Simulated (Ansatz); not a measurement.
# Ta4NiO11 (P2/m) in Ansatz: band structure with BLYP

Aim: the band structure of Ta4NiO11 with BLYP.

Everything below comes from runs of Ansatz 0.2.0. Logs are shortened: lines on timing, memory, paths and dates and some standing lists are left out, and cuts for length are marked.

### 1 The structure

Symmetry: P2/m, No. 10, monoclinic system. The conventional cell has a = 4.771 Å, b = 5.825 Å, c = 7.518 Å, α = 90.00°, β = 105.26°, γ = 90.00°. Ta (site symmetry m) is surrounded by 4 O at 1.89 to 2.01 Å. Ta (site symmetry m) is surrounded by 5 O at 1.89 to 1.98 Å. Ni (site symmetry 2/m) has 4 O at 1.94 Å as nearest neighbours. O (site symmetry 1) has 1 Ta at 1.93 Å and 1 Ni at 1.94 Å as nearest neighbours. O (site symmetry 1) is surrounded by 2 Ta at 1.93 to 1.98 Å. O (site symmetry 2/m) has 2 Ta at 2.01 Å as nearest neighbours. O (site symmetry 2/m) has 2 Ta at 1.89 Å as nearest neighbours. O (site symmetry 2/m) has 2 Ta at 1.89 Å as nearest neighbours.

The cell was built by a generator and needn't be a form met in nature.

### 2 Band structure, BLYP, collinear spin, ferromagnetic start

The input, input.yaml:

```yaml
crystal:
  lattice:
    - [4.77089, 0.0, 0.00513]
    - [0.0, 5.82454, 0.0]
    - [-1.98628, 0.0, 7.25051]
  atoms:
    - { symbol: Ta, position: [0.61339, 0.5, 0.76042] }
    - { symbol: Ta, position: [0.38661, 0.5, 0.23958] }
    - { symbol: Ta, position: [0.16615, 0.0, 0.79875] }
    - { symbol: Ta, position: [0.83385, 0.0, 0.20125] }
    - { symbol: Ni, position: [0.5, 0.0, 0.5], spin: 1.0 }
    - { symbol: O, position: [0.33278, 0.79913, 0.65053] }
    - { symbol: O, position: [0.66722, 0.79913, 0.34947] }
    - { symbol: O, position: [0.90047, 0.25786, 0.80718] }
    - { symbol: O, position: [0.09953, 0.25786, 0.19282] }
    - { symbol: O, position: [0.66722, 0.20087, 0.34947] }
    - { symbol: O, position: [0.33278, 0.20087, 0.65053] }
    - { symbol: O, position: [0.09953, 0.74214, 0.19282] }
    - { symbol: O, position: [0.90047, 0.74214, 0.80718] }
    - { symbol: O, position: [0.5, 0.5, 0.0] }
    - { symbol: O, position: [0.5, 0.0, 0.0] }
    - { symbol: O, position: [0.5, 0.5, 0.5] }
hamiltonian:
  xc: blyp
  pseudopotentials: { kind: paw }
magnetization:
  spin_polarized: true
kpoints:
  mp_grid: { grid: [6, 5, 4] }
  band_path:
    path:
      - [[0.0, 0.0, 0.0], [0.0, 0.0, 0.5], [-0.4474843174, 0.0, 0.6855711242], [-0.5, 0.0, 0.5], [-0.5, 0.5, 0.5], [-0.5525156826, 0.5, 0.3144288758], [-0.5, 0.5, 0.0], [-0.5, 0.0, 0.0], [-0.5525156826, 0.0, 0.3144288758]]
      - [[-0.4474843174, 0.5, 0.6855711242], [0.0, 0.5, 0.5], [0.0, 0.5, 0.0]]
      - [[0.0, 0.0, 0.5], [0.0, 0.5, 0.5]]
    npoints: 10
scf:
  occupations: { method: fermi_dirac, width: 0.05 }
  n_extra_bands: 40
output:
  forces: true
  stress: true
  eigenvalues: true
  fatbands: false
  write_density: true
  write_potential: true
  elf: true
  volumetric_format: npy
```

Potentials or basis: Ansatz PAW.

Run with:

```sh
> ansatz run input.yaml --threads 8 --pin off --max-ram 20480MiB --backend cpu --events-out ev --progress --plain --runs-dir out
```

Standard output:

```text
Warning: RAYON_NUM_THREADS=8 ignored (pool sized by the plan → 8); use --threads N
scf.n_extra_bands = 40 over 68 filled bands (N_el = 136.0): the run solves 108 bands
Engine: ansatz 0.2.0, aarch64-unknown-linux-gnu
Pseudopotentials: kind: paw
Pseudopotential: Ta, paw, valence charge 13, recommended cutoff 420 eV (normal), Ta.paw.azcp
Pseudopotential: Ni, paw, valence charge 18, recommended cutoff 420 eV (normal), Ni.paw.azcp
Pseudopotential: O, paw, valence charge 6, recommended cutoff 420 eV (normal), O.paw.azcp
Functional definition: BLYP
  parameter beta = 0.0042
  parameter a = 0.04918
  parameter b = 0.132
  parameter c = 0.2533
  parameter d = 0.349
  exchange = b88_x(beta = beta)
  correlation = lyp_c(a = a, b = b, c = c, d = d)
Crystal: 16 atoms, lattice volume = 201.538 Å³
Basis set: ecut = 420 eV, 3935 PW (Γ), exchange–correlation on 64×80×108 points (8 copies of the dense FFT grid, shifted against one another)
Bands: 108, of which v1, the nominal top of the filled ones, is band 68 counted from 1 (67 counted from 0)
Symmetry: 4 space group operations
Space group: P2/m (ITA 10), of the structure as read, at distance tolerance 5.9e-5 Å
Magnetic group: BNS 10.42 (UNI 49), of the structure as read, at distance tolerance 5.9e-5 Å
k-points: 42 of 120
Non-local potential: Ta, projectors of the file, l = 0: 3, l = 1: 2, l = 2: 2, l = 3: 1
Non-local potential: Ni, projectors of the file, l = 0: 3, l = 1: 2, l = 2: 3, l = 3: 1
Non-local potential: O, projectors of the file, l = 0: 2, l = 1: 2, l = 2: 1
PAW form: soft (Blöchl's): semilocal exchange-correlation on the pseudo side does not see the compensation charge
PAW frozen core: Ta, regenerated for the run's functional, and the local potential with it (the file was generated under x = pbe(κ = 0.804, μ = 0.2195149727645171), c = pbe(β = 0.06672455060314922))
PAW frozen core: Ni, regenerated for the run's functional, and the local potential with it (the file was generated under x = pbe(κ = 0.804, μ = 0.2195149727645171), c = pbe(β = 0.06672455060314922))
PAW frozen core: O, regenerated for the run's functional, and the local potential with it (the file was generated under x = pbe(κ = 0.804, μ = 0.2195149727645171), c = pbe(β = 0.06672455060314922))
PAW one-centre angular grid: Ta, 590 points (default); XC on 64 Gauss nodes
PAW one-centre angular grid: Ni, 590 points (default); XC on 64 Gauss nodes
PAW one-centre angular grid: O, 110 points (default); XC on 64 Gauss nodes
[... 74 lines left out ...]
NSCF: frozen V_eff on 113 k-points
SCF converged after 18 iterations
Magnetization: 0.0000 μB (68.0000 up, 68.0000 down)
Absolute magnetization: 0.0001 μB (∫|ρ↑−ρ↓|, with the PAW one-centre terms)
Spin contamination: 0.0000 ħ² per cell (⟨S²⟩ above its minimum at these occupations)
Per-site moments (μB) at R_I (Å): [(-4.7615545028348166e-8, 0.7791746507837248), (-4.761554508024941e-8, 0.7791746507837249), (9.485796512311363e-8, 0.7780265341883814), (9.485796507673823e-8, 0.7780265341883813), (2.61411606169606e-6, 0.7999841063887542), (-7.756823298279455e-7, 0.7943887950734209), (-7.756823298230363e-7, 0.7943887950734211), (3.495670013111814e-8, 0.7972175426283135), (3.4956700104816056e-8, 0.7972175426283135), (-7.756823298230356e-7, 0.7943887950734212), (-7.756823298279462e-7, 0.794388795073421), (3.4956700104815977e-8, 0.7972175426283135), (3.4956700131118156e-8, 0.7972175426283135), (1.8601772538266725e-7, 0.8300775832796297), (1.1537559960550911e-7, 0.7780265341883813), (-1.695293402335798e-7, 0.7791746507837248)]
Free energy (F): -51948.050984 eV
Harris-Foulkes:  -51948.050984 eV  (|F-HF|=3.68e-8)
Internal energy: -51948.050955 eV  (E = F + TS)
E sigma→0 (E₀):  -51948.050969 eV
Entropy (-TS):   -0.000029 eV (-0.002 meV/atom)
Fermi energy:    10.316202 eV
--- Per-component energies (eV) ---
  E_band       = -1318.070418
  E_kinetic    = 3655.833025
  E_local      = -12907.707286  (includes V_loc(G=0)·N_el)
  E_nonlocal   = 1228.643001
  E_hartree    = 5000.885431
  E_xc         = -1739.682671
  E_vxc        = -1918.704499  (∫ρ·V_xc dr)
  E_paw        = -37110.328626  (= ΣΔE_a)
  E_vpaw       = -1377.947435  (= ΣTr[D̂ρ^β])
  E_aug_tail   = 0.028488  (compensation charges beyond the density's cutoff)
  E_ewald      = -10076.695218
  E_core_change = 0.972901  (= ΣΔE_core)
  E_smearing   = -0.000029  (= −TS)
  E_closure    = -0.000000  (closes the sum)
  Σ components = -51948.050984   (vs F -51948.050984, Δ=0.00e0)
--- Forces (eV/Å), atoms counted from 1 ---
  atom   1  Ta    -0.09585477     0.00000000     0.02661394
  atom   2  Ta     0.09585477    -0.00000000    -0.02661394
  atom   3  Ta    -0.17295278     0.00000000    -0.00506462
  atom   4  Ta     0.17295278    -0.00000000     0.00506462
  atom   5  Ni     0.00000000     0.00000000     0.00000000
  atom   6  O     -0.02558238    -0.15018630    -0.04656464
[... 8 lines left out ...]
  atom  15  O     -0.00000000     0.00000000     0.00000000
  atom  16  O      0.00000000     0.00000000     0.00000000
  max |Σ_I F_I| component: 2.78e-17 eV/Å
--- Stress (GPa, compression-positive) ---
        5.155212      -0.000000      -0.487340
       -0.000000       5.655046       0.000000
       -0.487340       0.000000       5.198748
  P = ⅓ Tr σ = 5.3363 GPa (53.363 kbar)
--- Band table (eV; the first three rows and the last of 84) ---
  k-point 0 ↑: bands = ["-92.5778", "-59.2112", "-59.2107", "-59.1205", "-59.1196", "-53.5658", "-53.5081", "-52.1297", "-25.8772", "-25.7887", "-25.7798", "-25.7649", "-25.7572", "-25.7541", "-25.7473", "-25.6683", "-25.6519", "-25.6504", "-25.6174", "-25.6142", "-9.4603", "-8.8096", "-8.7712", "-8.2063", "-8.1526", "-8.1018", "-7.7545", "-7.6626", "-7.5307", "-7.5273", "-7.1261", "3.1211", "3.3022", "3.3052", "3.3668", "3.5861", "3.7147", "3.7257", "3.7554", "4.0231", "4.6262", "4.6319", "4.7289", "4.9114", "4.9749", "5.1037", "6.1435", "6.1539", "6.2809", "6.3907", "6.7088", "6.7500", "6.8184", "6.9069", "6.9181", "7.1052", "7.2661", "7.2801", "7.4876", "7.8390", "7.9483", "8.2282", "8.3122", "8.8779", "8.8941", "9.4896", "9.6640", "9.6888", "10.9053", "11.0950", "11.5991", "11.7498", "12.3685", "12.6795", "12.8701", "13.1207", "13.9789", "14.0170", "14.1237", "14.2616", "14.6999", "14.8158", "14.9745", "15.2975", "15.6626", "15.7868", "15.9488", "17.2095", "18.3418", "18.8627", "18.8790", "18.9928", "19.0292", "19.6651", "19.9540", "20.6761", "21.3460", "21.6926", "21.7297", "21.9931", "22.9612", "23.1165", "23.1997", "23.4761", "23.8244", "24.0316", "24.4611", "24.4682"]
  k-point 1 ↑: bands = ["-92.5778", "-59.2112", "-59.2107", "-59.1205", "-59.1196", "-53.5658", "-53.5081", "-52.1297", "-25.8758", "-25.7904", "-25.7771", "-25.7694", "-25.7560", "-25.7485", "-25.7399", "-25.6709", "-25.6621", "-25.6502", "-25.6169", "-25.6146", "-9.3886", "-8.9854", "-8.6568", "-8.2189", "-8.0901", "-8.0606", "-7.7429", "-7.6429", "-7.5474", "-7.5460", "-7.2600", "3.2484", "3.3091", "3.3413", "3.4558", "3.5471", "3.6858", "3.7247", "3.9791", "4.0492", "4.3687", "4.7670", "4.7692", "4.9060", "4.9578", "5.3775", "5.8698", "6.0220", "6.2872", "6.4275", "6.4904", "6.5647", "6.6172", "6.8692", "7.0113", "7.2014", "7.2597", "7.3324", "7.5590", "7.6848", "8.0104", "8.1192", "8.2833", "8.9002", "8.9076", "9.5419", "9.6692", "9.7269", "10.9870", "11.1584", "11.6074", "11.8191", "12.5120", "12.6561", "12.8938", "13.3544", "13.7779", "13.8232", "14.0551", "14.3558", "14.5342", "14.6657", "15.1332", "15.5640", "15.8328", "15.9102", "15.9303", "16.7318", "18.2870", "18.6156", "18.8804", "19.0702", "19.0992", "19.6995", "19.9110", "21.0709", "21.4579", "21.5295", "21.6733", "21.9477", "23.0287", "23.1442", "23.1708", "23.6091", "23.9835", "24.0309", "24.2279", "24.6596"]
  k-point 2 ↑: bands = ["-92.5778", "-59.2111", "-59.2109", "-59.1205", "-59.1196", "-53.5658", "-53.5081", "-52.1297", "-25.8743", "-25.7920", "-25.7738", "-25.7727", "-25.7542", "-25.7504", "-25.7200", "-25.6869", "-25.6663", "-25.6500", "-25.6160", "-25.6155", "-9.2291", "-9.1819", "-8.6114", "-8.2295", "-8.0806", "-7.8840", "-7.7729", "-7.6045", "-7.5842", "-7.5833", "-7.4145", "3.2393", "3.3331", "3.3832", "3.4311", "3.5556", "3.6516", "4.0792", "4.1063", "4.1822", "4.3444", "4.7935", "4.8052", "4.8092", "4.9384", "5.4064", "5.7884", "5.9675", "6.0411", "6.2021", "6.2486", "6.4705", "6.7486", "6.8649", "6.9483", "7.2010", "7.3200", "7.4284", "7.5627", "7.6206", "8.0120", "8.1031", "8.2192", "8.9171", "8.9256", "9.5972", "9.6758", "9.7656", "11.0646", "11.2227", "11.5880", "11.8548", "12.6787", "12.7773", "13.2170", "13.2608", "13.3514", "13.9206", "14.0635", "14.1100", "14.4343", "14.5969", "15.1932", "15.6577", "15.8824", "15.8950", "16.1740", "17.1731", "17.3773", "18.5620", "18.8336", "19.1105", "19.1679", "19.5516", "20.3385", "20.8530", "21.4201", "21.6810", "21.9753", "22.0031", "22.7000", "23.2307", "23.3435", "23.5428", "23.9332", "24.0405", "24.4433", "24.6982"]
  k-point 41 ↓: bands = ["-92.5778", "-59.2111", "-59.2108", "-59.1201", "-59.1200", "-53.5658", "-53.5081", "-52.1297", "-25.8765", "-25.7951", "-25.7821", "-25.7765", "-25.7553", "-25.7460", "-25.7227", "-25.6839", "-25.6382", "-25.6362", "-25.6346", "-25.6331", "-8.9428", "-8.7839", "-8.6606", "-8.4945", "-8.3638", "-7.9691", "-7.8808", "-7.7823", "-7.6838", "-7.4732", "-7.1952", "3.1658", "3.3383", "3.4714", "3.5089", "3.7648", "3.9798", "4.3033", "4.4422", "4.5179", "4.6032", "4.6979", "4.7382", "4.8784", "4.9805", "5.2614", "5.6447", "5.7311", "5.9677", "5.9680", "6.1216", "6.3798", "6.5280", "6.5876", "6.9065", "6.9727", "7.1065", "7.2652", "7.3270", "7.6871", "7.8429", "7.9901", "8.4050", "8.5667", "8.9934", "9.6123", "9.6480", "9.7492", "10.7373", "11.9585", "12.4084", "12.5597", "12.5913", "13.0440", "13.1584", "13.2824", "13.4727", "13.5548", "13.8242", "13.9592", "14.0395", "14.7377", "15.1724", "15.8565", "16.1866", "16.5840", "16.7289", "17.3150", "18.0538", "18.1262", "18.5468", "18.6166", "19.1730", "19.2792", "19.7072", "19.7319", "20.4775", "20.6743", "22.0892", "22.2312", "22.6460", "22.9666", "23.1133", "23.2637", "23.3358", "23.7698", "24.3594", "24.5212"]
```

It took 2.9 min on 8 threads of Arm Neoverse V2, shared host; peak memory 6.4 GiB.

What came out:

```yaml
Free_energy: -51948.0510 eV
Pressure: 5.3 GPa
Largest_force: 0.173 eV/Å
Band_gap_on_the_k_mesh: 0.93 eV, indirect (least direct gap 0.99 eV)
Band_gap_along_the_path: 0.89 eV, indirect (least direct gap 0.96 eV)
Net_moment: 0.00 μB per cell
Absolute_moment: 0.00 μB per cell
```

Forces in eV/Å, atoms in the order of the input:
```
Ta  -0.096  0.000  0.027
Ta   0.096  0.000 -0.027
Ta  -0.173  0.000 -0.005
Ta   0.173  0.000  0.005
Ni   0.000  0.000  0.000
O   -0.026 -0.150 -0.047
O    0.026 -0.150  0.047
O    0.035 -0.040  0.077
O   -0.035 -0.040 -0.077
O    0.026  0.150  0.047
O   -0.026  0.150 -0.047
O   -0.035  0.040 -0.077
O    0.035  0.040  0.077
O    0.000  0.000  0.000
O    0.000  0.000  0.000
O    0.000  0.000  0.000
```

Levels at the corners of the path, in eV from the valence-band top:
Spin up:
| point | band 64 | band 65 | band 66 | band 67 | band 68 | band 69 | band 70 | band 71 | band 72 | band 73 |
| --- | --- | --- | --- | --- | --- | --- | --- | --- | --- | --- |
| Γ | -0.94 | -0.92 | -0.32 | -0.15 | -0.13 | 1.09 | 1.28 | 1.78 | 1.94 | 2.55 |
| Y | -0.90 | -0.89 | -0.22 | -0.14 | -0.05 | 1.25 | 1.41 | 1.77 | 2.04 | 2.86 |
| H | -1.18 | -0.92 | -0.21 | -0.20 | -0.13 | 1.28 | 1.97 | 1.98 | 2.08 | 2.38 |
| C | -1.23 | -0.91 | -0.18 | -0.17 | -0.13 | 1.30 | 2.03 | 2.05 | 2.33 | 2.54 |
| E | -1.17 | -0.81 | -0.21 | -0.17 | -0.07 | 0.89 | 2.15 | 2.64 | 2.76 | 2.89 |
| M1 | -1.21 | -0.81 | -0.23 | -0.19 | -0.06 | 0.93 | 2.30 | 2.32 | 2.81 | 2.91 |
| A | -1.22 | -0.81 | -0.27 | -0.23 | -0.03 | 1.05 | 2.07 | 2.50 | 2.51 | 2.70 |
| X | -1.11 | -0.92 | -0.29 | -0.27 | -0.13 | 1.21 | 1.60 | 1.96 | 2.06 | 2.23 |
| H1 | -1.18 | -0.92 | -0.21 | -0.20 | -0.13 | 1.28 | 1.97 | 1.98 | 2.08 | 2.38 |
| M | -1.21 | -0.81 | -0.23 | -0.19 | -0.06 | 0.93 | 2.30 | 2.32 | 2.81 | 2.91 |
| D | -1.38 | -0.91 | -0.10 | -0.10 | 0.00 | 1.17 | 1.56 | 2.47 | 2.68 | 2.91 |
| Z | -1.33 | -0.92 | -0.20 | -0.11 | -0.03 | 1.20 | 2.04 | 2.11 | 2.16 | 2.81 |
| Y | -0.90 | -0.89 | -0.22 | -0.14 | -0.05 | 1.25 | 1.41 | 1.77 | 2.04 | 2.86 |
| D | -1.38 | -0.91 | -0.10 | -0.10 | 0.00 | 1.17 | 1.56 | 2.47 | 2.68 | 2.91 |
Spin down:
| point | band 66 | band 67 | band 68 | band 69 | band 70 | band 71 |
| --- | --- | --- | --- | --- | --- | --- |
| Γ | -0.32 | -0.15 | -0.13 | 1.09 | 1.28 | 1.78 |
| Y | -0.22 | -0.14 | -0.05 | 1.25 | 1.41 | 1.77 |
| H | -0.21 | -0.20 | -0.13 | 1.28 | 1.97 | 1.98 |
| C | -0.18 | -0.17 | -0.13 | 1.30 | 2.03 | 2.05 |
| E | -0.21 | -0.17 | -0.07 | 0.89 | 2.15 | 2.64 |
| M1 | -0.23 | -0.19 | -0.06 | 0.93 | 2.30 | 2.32 |
| A | -0.27 | -0.23 | -0.03 | 1.05 | 2.07 | 2.50 |
| X | -0.29 | -0.27 | -0.13 | 1.21 | 1.60 | 1.96 |
| H1 | -0.21 | -0.20 | -0.13 | 1.28 | 1.97 | 1.98 |
| M | -0.23 | -0.19 | -0.06 | 0.93 | 2.30 | 2.32 |
| D | -0.10 | -0.10 | 0.00 | 1.17 | 1.56 | 2.47 |
| Z | -0.20 | -0.11 | -0.03 | 1.20 | 2.04 | 2.11 |
| Y | -0.22 | -0.14 | -0.05 | 1.25 | 1.41 | 1.77 |
| D | -0.10 | -0.10 | 0.00 | 1.17 | 1.56 | 2.47 |

Caveat: the pressure holds a Pulay correction of +0.8 GPa for the finite cutoff; spin-orbit coupling is left out, which moves the levels of the heavy elements; the PAW data sets come from PBE, with cores solved anew for the run's functional, which leaves a small shift of forces and pressure; the starting moments weren't kept. A hybrid or GW would open this gap; BLYP tends to underestimate it.
